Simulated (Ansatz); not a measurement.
**C2H5Sn radical: up Jacob's ladder to CCSD(T)**

How much do the methods differ for C2H5Sn radical? The plan is to run it at one geometry with functionals of several rungs and with coupled cluster, and see how far each lands from CCSD(T) at the basis-set limit for the atomisation energy.

Method: functionals in def2-TZVPP, the program's frozen cores in correlated methods; program: Ansatz 0.2.0, Gaussian basis.

The runs, in order: LDA (SPW92), PBE-D4, revPBE-D4, BLYP-D4, r2SCAN-D4, B97M-V, PBE0-D4, B3LYP-D4, r2SCANh-D4, r2SCAN0-D4, HSE06-D4, BHLYP-D4, CAM-B3LYP-D4, LC-ωPBE, ωB97X-V, ωB97M-V, B2PLYP, PBE-QIDH; CCSD(T)/def2-SVP; CCSD(T)/def2-TZVPP; MP2/def2-QZVPP; extrapolation to the limit; RPA on PBE.

## 1. Structure used throughout

An earlier PBE0-D4 in a triple-zeta def2 set relaxation fixed the geometry. Sn takes the def2 core potential; no spin-orbit term is included.

SMILES `C=[CH][SnH2]`, 8 atoms, charge 0, spin multiplicity 2.

Atoms are counted from 1 here; the program's logs count them from 0.

Bond lengths: C1–C2 1.330 Å, C1–H4 1.087 Å, C1–H5 1.088 Å, C2–Sn3 2.125 Å, C2–H6 1.088 Å, Sn3–H7 1.720 Å, Sn3–H8 1.720 Å. Angles: C2–C1–H4 122.4°, C2–C1–H5 121.8°, H4–C1–H5 115.8°, C1–C2–Sn3 122.8°, C1–C2–H6 119.1°, Sn3–C2–H6 118.1°, C2–Sn3–H7 107.9°, C2–Sn3–H8 110.6°, H7–Sn3–H8 110.3°.

## 2. LDA

This LDA is Slater exchange with PW92 correlation.

The input, in.yaml:

```yaml
crystal:
  periodic: [false, false, false]
  atoms:
    - {symbol: C, position_ang: [-0.617031, 1.072006, -0.685365]}
    - {symbol: C, position_ang: [-0.218251, 0.507117, 0.450881]}
    - {symbol: Sn, position_ang: [1.173898, -1.097254, 0.511521]}
    - {symbol: H, position_ang: [-0.274099, 0.728242, -1.657432]}
    - {symbol: H, position_ang: [-1.317165, 1.904461, -0.696936]}
    - {symbol: H, position_ang: [-0.583977, 0.903261, 1.395461]}
    - {symbol: H, position_ang: [1.230889, -1.808859, -1.053699]}
    - {symbol: H, position_ang: [0.697937, -2.265974, 1.679769]}
basis:
  gaussian: {orbitals: def2-TZVPP}
magnetization: {spin_polarized: true, initial_magnetization: 1}
hamiltonian: {xc: lda}
output: {orbitals: {seedname: orbitals}}
```

Further steps of the session: PBE-D4 (GGA); revPBE-D4 (GGA); BLYP-D4 (GGA); r2SCAN-D4 (meta-GGA); B97M-V (meta-GGA); PBE0-D4 (hybrid); B3LYP-D4 (hybrid); r2SCANh-D4 (hybrid); r2SCAN0-D4 (hybrid); HSE06-D4 (hybrid); BHLYP-D4 (hybrid); CAM-B3LYP-D4 (range-separated); LC-ωPBE-D4 (range-separated); ωB97X-V (range-separated); ωB97M-V (range-separated); B2PLYP (double hybrid); PBE-QIDH (double hybrid); CCSD(T) in def2-SVP; CCSD(T) in def2-TZVPP; MP2 in def2-QZVPP; RPA on PBE orbitals.

Before running them: what should the planned runs give, taken together? Wanted: atomisation energy, CCSD(T)/CBS; farthest beyond LDA; mean size of error, GGA; mean size of error, meta-GGA; mean size of error, hybrid; mean size of error, range-separated; mean size of error, double hybrid; gap, smallest and largest; T1 diagnostic.

**Answer**, as computed:

```
                               quantity                                                                                                                              value
        atomisation energy, CCSD(T)/CBS                                                                                                                          27.220 eV
    functionals within 0.272 eV (1.0 %)  revPBE-D4, BLYP-D4, r2SCAN-D4, B97M-V, PBE0-D4, B3LYP-D4, r2SCANh-D4, HSE06-D4, CAM-B3LYP-D4, LC-ωPBE, ωB97X-V, ωB97M-V, PBE-QIDH
                    farthest beyond LDA                                                                                                               BHLYP-D4 (-0.671 eV)
                mean size of error, GGA                                                                                                                           0.230 eV
           mean size of error, meta-GGA                                                                                                                           0.138 eV
             mean size of error, hybrid                                                                                                                           0.182 eV
    mean size of error, range-separated                                                                                                                           0.077 eV
      mean size of error, double hybrid                                                                                                                           0.300 eV
              gap, smallest and largest                                                                                           0.76 eV (LDA (SPW92)), 7.61 eV (LC-ωPBE)
                          T1 diagnostic                                                                                                                             0.0231
triples share of the correlation energy                                                                                                                              3.6 %
```

What this shows: LDA overbinds by 3.734 eV (14 %). PBE-D4 is off by +0.406 eV. Double hybrids carry the basis error of their MP2 part in triple zeta, and no dispersion term here, so their miss is partly the set-up's. The rungs range-separated, meta-GGA, hybrid, GGA miss on average by less than the doubt on the reference (0.272 eV), so they tie. The reference freezes the cores and leaves out spin-orbit coupling and excitations past (T), and its outer-core shells are covered unevenly, so misses under about 0.272 eV can't be ranked. All levels share the lack of spin-orbit coupling, which lowers the free heavy atoms and so the true binding. Hartree-Fock recovers 73 % of the binding; the rest is correlation. CCSD(T) in def2-SVP is off by -1.404 eV, worse than the median functional, from the basis alone. Orbital gaps span 0.8 to 7.6 eV; exact exchange widens them. Correlated methods include outer-core shells of Sn, which these sets cover unevenly.
